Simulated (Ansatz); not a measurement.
# C2H10BClOSi: basis-set convergence

The task here is to estimate one member of a computed series from the others.

Program: Ansatz 0.2.0, Gaussian basis. Level of theory: one geometry, several basis sets. These are calculated values, not measurements.

Plan: PBE0-D4/def2-SVP; ωB97M-V/def2-SVP; PBE0-D4/def2-QZVPP; ωB97M-V/def2-QZVPP; the functionals' def2-TZVPP values are taken from earlier runs.

**The relaxed structure**

An earlier PBE0-D4 in a triple-zeta def2 set relaxation fixed the geometry.

SMILES `C[B-](C)(Cl)[OH+][SiH3]`, 16 atoms, charge 0, spin multiplicity 1.

Atoms are counted from 1 here; the program's logs count them from 0.

Bond lengths: C1–B2 1.588 Å, C1–H7 1.094 Å, C1–H8 1.096 Å, C1–H9 1.095 Å, B2–C3 1.585 Å, B2–Cl4 1.870 Å, B2–O5 1.698 Å, C3–H10 1.095 Å, C3–H11 1.094 Å, C3–H12 1.095 Å, O5–Si6 1.706 Å, O5–H13 0.965 Å, Si6–H14 1.474 Å, Si6–H15 1.475 Å, Si6–H16 1.482 Å. Angles: B2–C1–H7 108.2°, B2–C1–H8 114.6°, B2–C1–H9 112.4°, H7–C1–H8 105.7°, H7–C1–H9 106.9°, H8–C1–H9 108.5°, C1–B2–C3 119.0°, C1–B2–Cl4 112.9°, C1–B2–O5 105.1°, C3–B2–Cl4 112.5°, C3–B2–O5 103.9°, Cl4–B2–O5 101.1°, B2–C3–H10 111.9°, B2–C3–H11 109.6°, B2–C3–H12 113.3°, H10–C3–H11 107.3°, H10–C3–H12 108.2°, H11–C3–H12 106.3° and more.

The first run:

in.yaml

```yaml
crystal:
  periodic: [false, false, false]
  atoms:
    - {symbol: C, position_ang: [-1.157566, -0.987987, -0.301758]}
    - {symbol: B, position_ang: [0.166619, -0.592699, 0.480806]}
    - {symbol: C, position_ang: [1.477987, -1.454436, 0.255076]}
    - {symbol: Cl, position_ang: [-0.140459, -0.219088, 2.287094]}
    - {symbol: O, position_ang: [0.582516, 0.945879, -0.104823]}
    - {symbol: Si, position_ang: [-0.596310, 2.127445, -0.458439]}
    - {symbol: H, position_ang: [-1.482263, -1.971420, 0.049758]}
    - {symbol: H, position_ang: [-2.005821, -0.316336, -0.129528]}
    - {symbol: H, position_ang: [-0.994920, -1.072539, -1.381268]}
    - {symbol: H, position_ang: [1.714283, -1.566758, -0.807997]}
    - {symbol: H, position_ang: [1.331702, -2.458035, 0.664234]}
    - {symbol: H, position_ang: [2.358896, -1.042154, 0.758946]}
    - {symbol: H, position_ang: [1.329446, 1.249566, 0.424682]}
    - {symbol: H, position_ang: [-1.137393, 1.781873, -1.785820]}
    - {symbol: H, position_ang: [-1.634208, 2.155620, 0.588938]}
    - {symbol: H, position_ang: [0.164492, 3.398467, -0.495901]}
basis:
  gaussian: {orbitals: def2-SVP}
hamiltonian: {xc: pbe0, dispersion: d4}
output: {orbitals: {seedname: orbitals}}
```

Run with:

```console
> ansatz run in.yaml --threads 4 --pin off --events-out ev --progress --plain --max-ram 11315MiB
```

Steps of the session up to this table: PBE0-D4 in def2-SVP; ωB97M-V in def2-SVP; PBE0-D4 in def2-QZVPP; ωB97M-V in def2-QZVPP.

One of the session's tables, all rows but one given; the rest of the session is left out.

It belongs to the step «Density functionals: the series». 

```
functional       basis  HOMO (eV)
   PBE0-D4    def2-SVP      -7.28
   PBE0-D4  def2-TZVPP      -7.53
   PBE0-D4  def2-QZVPP          ?
   ωB97M-V    def2-SVP      -9.54
   ωB97M-V  def2-TZVPP      -9.83
   ωB97M-V  def2-QZVPP      -9.86
```

Q: Estimate the row for PBE0-D4, def2-QZVPP from the others.

**Answer.** HOMO (eV): -7.56. In the column «HOMO (eV)» it lies between ωB97M-V, def2-SVP (-9.54) and PBE0-D4, def2-TZVPP (-7.53).
